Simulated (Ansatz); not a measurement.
**H on Co (Cobalt) (001)**

Aim: for Co (Cobalt), prepare the clean (001) slab, then compare the adsorption sites of H.

Method: DFT PBE, scalar-relativistic, plane waves, PAW, in Ansatz 0.2.0.

1 further run of the same task is left out (set aside as unsound or not needed).

## (1) The starting structure

Symmetry: P6_3/mmc, No. 194, hexagonal system. Conventional cell: a = 2.494 Å, b = 2.494 Å, c = 4.033 Å, α = 90.00°, β = 90.00°, γ = 120.00°. Co (site symmetry -6m2) is surrounded by 12 Co at 2.48 to 2.49 Å.

Coordinates:

```cif
data_structure
_symmetry_space_group_name_H-M 'P6_3/mmc'
_symmetry_Int_Tables_number 194
_cell_length_a 2.4938
_cell_length_b 2.4938
_cell_length_c 4.0331
_cell_angle_alpha 90.000
_cell_angle_beta 90.000
_cell_angle_gamma 120.000
_cell_volume 21.72
loop_
_atom_site_label
_atom_site_type_symbol
_atom_site_symmetry_multiplicity
_atom_site_Wyckoff_symbol
_atom_site_fract_x
_atom_site_fract_y
_atom_site_fract_z
_atom_site_occupancy
Co1 Co 2 c 0.33333 0.66667 0.25000 1
```

It is the result of an earlier relaxation at this level (volume 10.86 Å³/atom; gap on the mesh: none (metal), site moments up to 1.7 μB).

## (2) The slab

Planes are indexed in the bulk's conventional cell (P6_3/mmc (No. 194)), a = 2.494 Å, b = 2.494 Å, c = 4.033 Å, α = 90.00°, β = 90.00°, γ = 120.00°.

A (001) slab, 4.0 Å thick as cut, with 17 Å of vacuum, in a 2×2 surface cell; its outer planes are Co (top) and Co (bottom).

The slab as cut. Its planes from the bottom up:

| plane | atoms per cell | height over the lowest (Å) |
| --- | --- | --- |
| 1 | Co4 | 0.00 |
| 2 | Co4 | 2.02 |
| 3 | Co4 | 4.03 |

## (3) The clean surface, relaxed

File input.yaml:

```yaml
crystal:
  lattice:
    - [4.9875371071, 0.0, 0.0]
    - [-2.4937685535, 4.319333837, 0.0]
    - [0.0, 0.0, 21.0330681235]
  atoms:
    - { symbol: Co, position: [0.1666666667, 0.3333333333, 0.4041255394], spin: 1.86 }
    - { symbol: Co, position: [0.1666666667, 0.8333333333, 0.4041255394], spin: 1.86 }
    - { symbol: Co, position: [0.6666666667, 0.3333333333, 0.4041255394], spin: 1.86 }
    - { symbol: Co, position: [0.6666666667, 0.8333333333, 0.4041255394], spin: 1.86 }
    - { symbol: Co, position: [0.3333333333, 0.1666666667, 0.5], spin: 1.86 }
    - { symbol: Co, position: [0.3333333333, 0.6666666667, 0.5], spin: 1.86 }
    - { symbol: Co, position: [0.8333333333, 0.1666666667, 0.5], spin: 1.86 }
    - { symbol: Co, position: [0.8333333333, 0.6666666667, 0.5], spin: 1.86 }
    - { symbol: Co, position: [0.1666666667, 0.3333333333, 0.5958744606], spin: 1.86 }
    - { symbol: Co, position: [0.1666666667, 0.8333333333, 0.5958744606], spin: 1.86 }
    - { symbol: Co, position: [0.6666666667, 0.3333333333, 0.5958744606], spin: 1.86 }
    - { symbol: Co, position: [0.6666666667, 0.8333333333, 0.5958744606], spin: 1.86 }
basis:
  ecutwfc: 420
kpoints:
  mp_grid: { grid: [6, 6, 1] }
hamiltonian:
  xc: pbe
scf:
  occupations: { method: gaussian, width: 0.1 }
output:
  forces: true
  eigenvalues: true
  populations: true
magnetization:
  spin_polarized: true
relax:
  adjacent_minimum: "off"
  f_tol: 0.03
  max_steps: 70
  constraints: [{ sites: [0, 1, 2, 3] }]
efield:
  axis: 3
  dipole_correction: true
```

Started as:

```console
ansatz run input.yaml --threads 4 --pin off --max-ram 10240MiB --backend cpu --events-out ev --progress --plain --runs-dir out
```

Further runs follow: start: H, top (Co); H at the hollow (nearest Co) site; H at the bridge (Co-Co) site; H put at a hollow over Co site.

Before running it: what results should come out? Wanted: clean slab: work function; H: lowest end.

As calculated:

| quantity | value |
| --- | --- |
| clean slab: work function | 4.96 eV |
| H: lowest end | E_ads -2.81 eV, from the bridge (Co-Co) start, 3 bonded, 0.94 Å high |

**Reading.** H binds with 2.81 eV at best, a strong chemical bond when counted from the free atom, not from the element's molecule or solid; the ends span 0.66 eV. On the way to the lowest end the anchoring atom slid 0.7 Å from where it was put. A start on a symmetric site keeps its symmetry, so an end may be a saddle point and not a minimum.
